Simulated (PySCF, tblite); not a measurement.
# C7H9ClOS: geometry, infrared bands and NMR shifts

Wanted: the infrared bands and NMR shifts of C7H9ClOS (`C=C(Cl)C[C@H]1CC(=O)CS1`), by calculation.

Computed with tblite 0.8.0 and PySCF 2.14.0, with density-fitted response routines of our own, on a single molecule in the gas phase. Atoms count from 0, in the outputs and in this text.

## Step 1: The starting structure

19 atoms, charge 0, multiplicity 1; geometry from: force field or distance geometry start.

Bonds of the start (Å): C0–C1 1.35, C1–Cl2 1.73, C1–C3 1.51, C3–C4 1.53, C4–C5 1.53, C5–C6 1.50, C6–O7 1.23, C6–C8 1.50, C8–S9 1.81, S9–C4 1.83, C0–H10 1.08, C0–H11 1.09, C3–H12 1.12, C3–H13 1.09, C4–H14 1.10, C5–H15 1.09, C5–H16 1.09, C8–H17 1.09, C8–H18 1.10.

## Step 2: Geometry optimisation with GFN2-xTB

What the job is given:

```
{"job": {"kind": "relax", "xc": "GFN2-xTB", "basis": "xTB"}, "charge": 0, "multiplicity": 1}
C      2.438400    -1.372700     0.360400
C      2.120900    -0.189400    -0.211300
Cl     3.064700     0.367400    -1.544000
C      1.035000     0.733300     0.273200
C     -0.142100     0.862400    -0.696800
C     -0.926900    -0.426800    -0.935400
C     -1.852900    -0.576400     0.238300
O     -2.229500    -1.671500     0.645500
C     -2.314800     0.717800     0.850000
S     -1.391400     2.011900    -0.018300
H      3.235800    -1.989800    -0.018700
H      1.875800    -1.752700     1.218100
H      0.668300     0.374100     1.267000
H      1.482900     1.712900     0.466800
H      0.211000     1.272900    -1.657700
H     -0.279100    -1.302200    -1.010400
H     -1.533300    -0.353800    -1.836400
H     -2.081600     0.735400     1.914200
H     -3.391100     0.856700     0.687700
```

Run with:

```
> OMP_NUM_THREADS=1 python probes_run.py task.json out
```

The driver reads the jobs from task.json and runs them one after another.

**Question.** This job is followed by: GFN2-xTB harmonic vibrations, gas phase; GIAO PBE0/pcSseg-1 NMR shielding, non-relativistic, gas phase. Predict these results of the whole session: strongest single infrared mode (GFN2-xTB); zero-point energy (GFN2-xTB); 13C shifts against TMS (PBE0/pcSseg-1); 1H shifts against TMS (PBE0/pcSseg-1); 35Cl shifts against HCl (PBE0/pcSseg-1); 17O shifts against H2O (PBE0/pcSseg-1); 33S shifts against CS2 (PBE0/pcSseg-1).

The runs gave:

```
                                 quantity                                                     value
strongest single infrared mode (GFN2-xTB)                                     1794 cm⁻¹, 350 km/mol
             zero-point energy (GFN2-xTB)                                             89.2 kcal/mol
   13C shifts against TMS (PBE0/pcSseg-1)           217.6, 153.6, 121.9, 51.5, 46.6, 44.0, 38.5 ppm
    1H shifts against TMS (PBE0/pcSseg-1)  5.49, 5.40, 3.46, 3.33, 3.23, 2.74, 2.61, 2.53, 2.18 ppm
  35Cl shifts against HCl (PBE0/pcSseg-1)                                                   241 ppm
   17O shifts against H2O (PBE0/pcSseg-1)                                                 670.7 ppm
   33S shifts against CS2 (PBE0/pcSseg-1)                                                     2 ppm
```

Relaxing lowered the energy by 0.151 eV in 33 steps; the close pair that moved most is C0–C1, from 1.352 to 1.321 Å. All 51 modes are real, so the xTB geometry is a minimum. The strongest single mode, at 1794 cm⁻¹, moves mainly C6 and O7. GFN2-xTB is a fitted tight-binding method: band positions and strengths are rough. Its intensities can rank the bands wrongly. C6 (ketone carbonyl carbon) lies farthest downfield among carbon, at 217.6 ppm; low-lying n→π* states of the double bond to the heteroatom give a large paramagnetic term (-279 ppm). At PBE0/pcSseg-1: The largest span, 1300 ppm, is at O7, where the paramagnetic term is -732 ppm.
